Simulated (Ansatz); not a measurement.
# CH₇NSSi₂: a ladder of functionals and wavefunction methods

The task here is to estimate one member of a computed series from the others.

Computed with Ansatz 0.2.0, Gaussian basis. Level: functionals in def2-TZVPP, the program's frozen cores in correlated methods.

The runs, in order: PBE-D4, r2SCAN-D4, PBE0-D4, B3LYP-D4, ωB97X-V, ωB97M-V, B2PLYP; CCSD(T)/def2-TZVPP; MP2/def2-QZVPP; extrapolation to the limit.

### The relaxed structure

All runs share one geometry, relaxed beforehand with PBE0-D4 in a triple-zeta def2 set.

SMILES `C[Si@@H]1S[Si@@H]1N`, 12 atoms, charge 0, spin multiplicity 1.

Atoms are counted from 1 here; the program's logs count them from 0.

Bond lengths: C1–Si2 1.867 Å, C1–H6 1.093 Å, C1–H7 1.093 Å, C1–H8 1.091 Å, Si2–S3 2.160 Å, Si2–Si4 2.242 Å, Si2–H9 1.486 Å, S3–Si4 2.166 Å, Si4–N5 1.708 Å, Si4–H10 1.480 Å, N5–H11 1.008 Å, N5–H12 1.007 Å. Angles: Si2–C1–H6 110.3°, Si2–C1–H7 110.2°, Si2–C1–H8 111.0°, H6–C1–H7 108.2°, H6–C1–H8 108.8°, H7–C1–H8 108.3°, C1–Si2–S3 116.0°, C1–Si2–Si4 124.1°, C1–Si2–H9 110.8°, S3–Si2–Si4 58.9°, S3–Si2–H9 113.9°, Si4–Si2–H9 121.7°, Si2–S3–Si4 62.4°, Si2–Si4–S3 58.7°, Si2–Si4–N5 124.5°, Si2–Si4–H10 124.4°, S3–Si4–N5 121.5°, S3–Si4–H10 112.8° and more.

The first run:

in.yaml

```yaml
crystal:
  periodic: [false, false, false]
  atoms:
    - {symbol: C, position_ang: [-1.434539, -0.901090, 1.255665]}
    - {symbol: Si, position_ang: [0.142185, 0.096920, 1.205195]}
    - {symbol: S, position_ang: [-0.016969, 2.075607, 0.352454]}
    - {symbol: Si, position_ang: [1.230122, 0.636460, -0.678949]}
    - {symbol: N, position_ang: [0.823006, 0.054768, -2.232048]}
    - {symbol: H, position_ang: [-1.216483, -1.941699, 1.509906]}
    - {symbol: H, position_ang: [-2.111256, -0.498808, 2.013751]}
    - {symbol: H, position_ang: [-1.944623, -0.874903, 0.291607]}
    - {symbol: H, position_ang: [0.831311, 0.062797, 2.521796]}
    - {symbol: H, position_ang: [2.651086, 1.046517, -0.735561]}
    - {symbol: H, position_ang: [1.220356, 0.495318, -3.046919]}
    - {symbol: H, position_ang: [-0.097296, -0.306890, -2.422898]}
basis:
  gaussian: {orbitals: def2-TZVPP}
hamiltonian: {xc: pbe, dispersion: d4}
output: {forces: true, orbitals: {seedname: orbitals}}
```

The run is started by

```console
$ ansatz run in.yaml --threads 4 --pin off --events-out ev --progress --plain --max-ram 10444MiB
```

Steps of the session up to this table: PBE-D4 (GGA); r2SCAN-D4 (meta-GGA); PBE0-D4 (hybrid); B3LYP-D4 (hybrid); ωB97X-V (range-separated); ωB97M-V (range-separated); B2PLYP (double hybrid); CCSD(T) in def2-TZVPP; MP2 in def2-QZVPP.

One table of the session follows, with a row left open; its other results are not shown here.

| method | atomisation energy (kcal/mol) |
| --- | --- |
| PBE-D4 | 1007.9 |
| r2SCAN-D4 | 998.0 |
| PBE0-D4 | 995.7 |
| B3LYP-D4 | ? |
| ωB97X-V | 1003.0 |
| ωB97M-V | 999.7 |
| B2PLYP | 979.7 |
| HF/def2-TZVPP | 715.1 |
| MP2/def2-TZVPP | 974.3 |
| CCSD/def2-TZVPP | 948.5 |
| CCSD(T)/def2-TZVPP | 963.9 |
| MP2/CBS | 1006.1 |
| CCSD(T)/CBS | 995.8 |

**Question.** Estimate the row for B3LYP-D4.

As computed: atomisation energy (kcal/mol): 993.0. In the column «atomisation energy (kcal/mol)» it lies between B2PLYP (979.7) and PBE0-D4 (995.7).

Limits of these values: Free atoms (1 C, 2 Si, 1 S, 1 N, 7 H) were run apart at each level; the atomisation energy is their sum less the molecule, without zero-point or spin-orbit terms.
